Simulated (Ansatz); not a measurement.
**C₃H₂F₄: up Jacob's ladder to CCSD(T)**

How much do the methods differ for C₃H₂F₄? The plan is to run it at one geometry with functionals of several rungs and with coupled cluster. The yardstick is the atomisation energy at the CCSD(T) limit.

Method: functionals in def2-TZVPP, the program's frozen cores in correlated methods; program: Ansatz 0.2.0, Gaussian basis.

Plan: LDA (SPW92), PBE-D4, revPBE-D4, BLYP-D4, r2SCAN-D4, B97M-V, PBE0-D4, B3LYP-D4, r2SCANh-D4, r2SCAN0-D4, HSE06-D4, BHLYP-D4, CAM-B3LYP-D4, LC-ωPBE, ωB97X-V, ωB97M-V, B2PLYP, PBE-QIDH; CCSD(T)/def2-SVP; CCSD(T)/def2-TZVPP; MP2/def2-QZVPP; extrapolation to the limit; RPA on PBE.

## Step 1: The relaxed structure

The geometry comes from an earlier relaxation with PBE0-D4 in a triple-zeta def2 set; it is a stationary point, not always the lowest conformer.

SMILES `FC1(F)CC1(F)F`, 9 atoms, charge 0, spin multiplicity 1.

Atoms are counted from 1 here; the program's logs count them from 0.

Bond lengths: F1–C2 1.333 Å, C2–F3 1.333 Å, C2–C4 1.502 Å, C2–C5 1.481 Å, C4–C5 1.502 Å, C4–H8 1.083 Å, C4–H9 1.083 Å, C5–F6 1.333 Å, C5–F7 1.333 Å. Angles: F1–C2–F3 110.8°, F1–C2–C4 119.1°, F1–C2–C5 119.6°, F3–C2–C4 119.1°, F3–C2–C5 119.6°, C4–C2–C5 60.5°, C2–C4–C5 59.1°, C2–C4–H8 117.0°, C2–C4–H9 117.0°, C5–C4–H8 117.0°, C5–C4–H9 117.0°, H8–C4–H9 117.2°, C2–C5–C4 60.5°, C2–C5–F6 119.6°, C2–C5–F7 119.6°, C4–C5–F6 119.1°, C4–C5–F7 119.1°, F6–C5–F7 110.8°.

## Step 2: LDA

This LDA is Slater exchange with PW92 correlation.

Contents of in.yaml:

```yaml
crystal:
  periodic: [false, false, false]
  atoms:
    - {symbol: F, position_ang: [1.689268, -0.951499, 0.189067]}
    - {symbol: C, position_ang: [0.587785, -0.474749, -0.390446]}
    - {symbol: F, position_ang: [0.543849, -0.816366, -1.677987]}
    - {symbol: C, position_ang: [-0.690455, -0.429091, 0.397006]}
    - {symbol: C, position_ang: [0.040965, 0.833211, 0.039677]}
    - {symbol: F, position_ang: [0.655806, 1.520437, 1.002013]}
    - {symbol: F, position_ang: [-0.489569, 1.655624, -0.865064]}
    - {symbol: H, position_ang: [-1.607181, -0.635004, -0.142333]}
    - {symbol: H, position_ang: [-0.642067, -0.748862, 1.430968]}
basis:
  gaussian: {orbitals: def2-TZVPP}
hamiltonian: {xc: lda}
output: {orbitals: {seedname: orbitals}}
```

The run is started by

```
$ ansatz run in.yaml --threads 4 --pin off --events-out ev --progress --plain --max-ram 10444MiB
```

Further steps of the session: PBE-D4 (GGA); revPBE-D4 (GGA); BLYP-D4 (GGA); r2SCAN-D4 (meta-GGA); B97M-V (meta-GGA); B3LYP-D4 (hybrid); r2SCANh-D4 (hybrid); r2SCAN0-D4 (hybrid); HSE06-D4 (hybrid); BHLYP-D4 (hybrid); CAM-B3LYP-D4 (range-separated); LC-ωPBE (range-separated); ωB97X-V (range-separated); ωB97M-V (range-separated); B2PLYP (double hybrid); PBE-QIDH (double hybrid); CCSD(T) in def2-SVP; CCSD(T) in def2-TZVPP; MP2 in def2-QZVPP; RPA on PBE orbitals.

**Question.** What will the summary of the whole plan be? Wanted: atomisation energy, CCSD(T)/CBS; farthest beyond LDA; mean size of error, GGA; mean size of error, meta-GGA; mean size of error, hybrid; mean size of error, range-separated; mean size of error, double hybrid; gap, smallest and largest; T1 diagnostic.

The runs gave:

| quantity | value |
| --- | --- |
| atomisation energy, CCSD(T)/CBS | 38.244 eV |
| functionals within 0.191 eV (0.5 %) | B3LYP-D4, r2SCANh-D4, PBE-QIDH |
| farthest beyond LDA | PBE-D4 (+2.200 eV) |
| mean size of error, GGA | 1.037 eV |
| mean size of error, meta-GGA | 0.374 eV |
| mean size of error, hybrid | 0.727 eV |
| mean size of error, range-separated | 0.491 eV |
| mean size of error, double hybrid | 0.217 eV |
| gap, smallest and largest | 6.68 eV (LDA (SPW92)), 14.72 eV (LC-ωPBE) |
| T1 diagnostic | 0.0118 |
| triples share of the correlation energy | 3.3 % |

What this shows: The LDA atomisation energy is off by 8.652 eV (23 %): it overbinds. PBE-D4 is off by +2.200 eV. Double hybrids carry the basis error of their MP2 part in triple zeta, and no dispersion term here, so their miss is partly the set-up's. Taken by rung, double hybrid functionals do best (0.217 eV on average) and GGA ones worst beyond LDA (1.037 eV). The reference freezes the cores and leaves out relativity and excitations past (T), so misses under about 0.191 eV can't be ranked. Hartree-Fock recovers 68 % of the binding; the rest is correlation. CCSD(T) in def2-SVP is off by -1.669 eV, worse than the median functional, from the basis alone. Orbital gaps span 6.7 to 14.7 eV; exact exchange widens them.
